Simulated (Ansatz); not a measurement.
# NbSi (wurtzite type): a single-point run

Wanted: a converged single-point run for NbSi (wurtzite type), and a check of what comes out. The structure is shown as the input types it.

Method: Kohn-Sham DFT, with the functional, basis and potentials that each input names (as first typed), in Ansatz 0.2.0.

**1. The system as given**

Symmetry: P6_3/mmc, No. 194, hexagonal system. The conventional cell has a = 4.408 Å, b = 4.408 Å, c = 4.999 Å, α = 90.00°, β = 90.00°, γ = 120.00°. Nb (site symmetry -6m2) is surrounded by 5 Si at 2.50 to 2.54 Å. Around Si (site symmetry -6m2) lie 5 Nb at 2.50 to 2.54 Å.

As a file:

```
Nb Si
1.0
     4.40767    0.00000    0.00000
    -2.20383    3.81715    0.00000
     0.00000    0.00000    4.99881
Nb Si
2 2
Direct
  0.33333 0.66667 0.93800
  0.66667 0.33333 0.43800
  0.33333 0.66667 0.43800
  0.66667 0.33333 0.93800
```

**2. Running it**

File input.yaml:

```yaml
crystal:
  lattice:
    - [4.4076651727, 0.0, 0.0]
    - [-2.2038325864, 3.817150011, 0.0]
    - [0.0, 0.0, 4.9988071751]
  atoms:
    - { symbol: Nb, position: [0.3333333333, 0.6666666667, -0.0619998964] }
    - { symbol: Nb, position: [0.6666666667, 0.3333333333, 0.4380001036] }
    - { symbol: Si, position: [0.3333333333, 0.6666666667, 0.4379998964] }
    - { symbol: Si, position: [0.6666666667, 0.3333333333, 0.9379998964] }
kpoints:
  mp_grid: { grid: [10, 10, 6] }
  band_path:
    path:
      - [0.0, 0.0, 0.0]
      - [0.5, 0.0, 0.0]
      - [0.3333333333, 0.3333333333, 0.0]
      - [0.0, 0.0, 0.0]
      - [0.0, 0.0, 0.5]
      - [0.5, 0.0, 0.5]
      - [0.3333333333, 0.3333333333, 0.5]
      - [0.0, 0.0, 0.5]
      - [0.5, 0.0, 0.5]
    npoints: 14
scf:
  occupations: { method: fermi_dirac, width: 0.03 }
  max_iter: 100
hamiltonian:
  xc: pbe
  pseudopotentials: { kind: paw }
  hubbard: { sites: [{ species: Nb, l: f, u_eff: 30.0 }] }
output:
  forces: true
  stress: true
  eigenvalues: true
  efg: { contact_densities: true }
  populations: true
```

Command:

```
> ansatz run input.yaml --threads 1 --pin off --max-ram 3072MiB --backend cpu --events-out ev --progress --plain --runs-dir out
```

What happens when this is run?

Nothing was computed: the input was turned down at the start. The line that matters: «inconsistent input (hamiltonian.hubbard.sites[].l, hamiltonian.hubbard.sites[].shell): the file of Nb doesn't list 4f, and it can't be added: PBE doesn't bind the shell 4f of the free atom, whose level lies at +1.03 eV ...»

In the input, hamiltonian.hubbard.sites is [{species: Nb, l: f, u_eff: 30.0}]. The Hubbard term names a species or shell that the system's potentials don't have.

What to do: delete hamiltonian.hubbard.sites.
